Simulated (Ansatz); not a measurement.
Run this with Ansatz 0.2.0 through its Python package and show what comes out.

Script `albrh2o.py`:
```python
# -*- coding: utf-8 -*-
"""Adding a proton to AlBrH2O."""

import ansatz as az
from ase import Atoms
import numpy as np

BASIS = "def2-SVP"
XC = "hf"
NET_CHARGE = 1
FORCE_TOL = 0.01

atoms = Atoms(["O", "Al", "Br", "H", "H"], positions=[
    [-1.0479, -0.3871, -0.9162],
    [0.3252, 0.2916, 0.035],
    [2.0647, -1.1656, 0.6292],
    [-1.6687, -0.6349, -0.2456],
    [0.3765, 1.8224, 0.4563],
])
geometry = az.Crystal.molecule_from_ase(atoms)

model = geometry.calculation().basis(gaussian=BASIS).functional(XC)
symbols = [site.symbol for site in geometry.cartesian_sites]
start = np.array([site.position_ang for site in geometry.cartesian_sites], dtype=float)
r = model.relax(force_tolerance=0.01, max_steps=100).run(threads=1, pin="off").report
end = np.array(r["positions_ang"])

# put the proton on the side away from the neighbours, slightly off axis
away = sum((end[0] - end[j]) / np.linalg.norm(end[0] - end[j]) for j in [1, 3]) + np.array([0.15, 0.1, -0.2])
proton = end[0] + 1.0 * away / np.linalg.norm(away)
acid = az.Crystal.molecule()
for symbol, place in zip(symbols, end):
    acid = acid.atom(symbol, place.tolist())
acid = acid.atom("H", proton.tolist())
protonated = (
    acid.calculation()
    .basis(gaussian=BASIS)
    .functional(XC)
    .charge(NET_CHARGE)
    .relax(force_tolerance=FORCE_TOL, max_steps=80)
)
after = protonated.run(threads=1, pin="off").report
xyz = np.array(after["positions_ang"])
reach = np.linalg.norm(xyz[:-1] - xyz[-1], axis=1)
print(f"base {r['free_energy_ev']:.5f} eV, protonated {after['free_energy_ev']:.5f} eV")
print(f"the proton ends {reach.min():.3f} A from {symbols[reach.argmin()]}{reach.argmin()}")
print(f"electronic proton affinity {23.060548 * (r['free_energy_ev'] - after['free_energy_ev']):.1f} kcal/mol")
```

```console
$ python albrh2o.py
base -78641.90146 eV, protonated -78650.39637 eV
the proton ends 0.959 A from O0
electronic proton affinity 195.9 kcal/mol
```

Caveats:
- Total energies depend on the basis set; only differences at equal settings carry meaning.
- The proton is put on one chosen atom, which needn't be the most basic site, so the molecule's proton affinity can be higher; the ends are stationary points, not checked by frequencies, and zero-point and thermal terms count only where printed.
- Hartree-Fock leaves correlation out, so bond, atomisation and ionisation energies come out well too low.
- The whole script took 25 s on 1 thread of Arm Neoverse V2, on a shared host, peak memory 0.23 GiB.
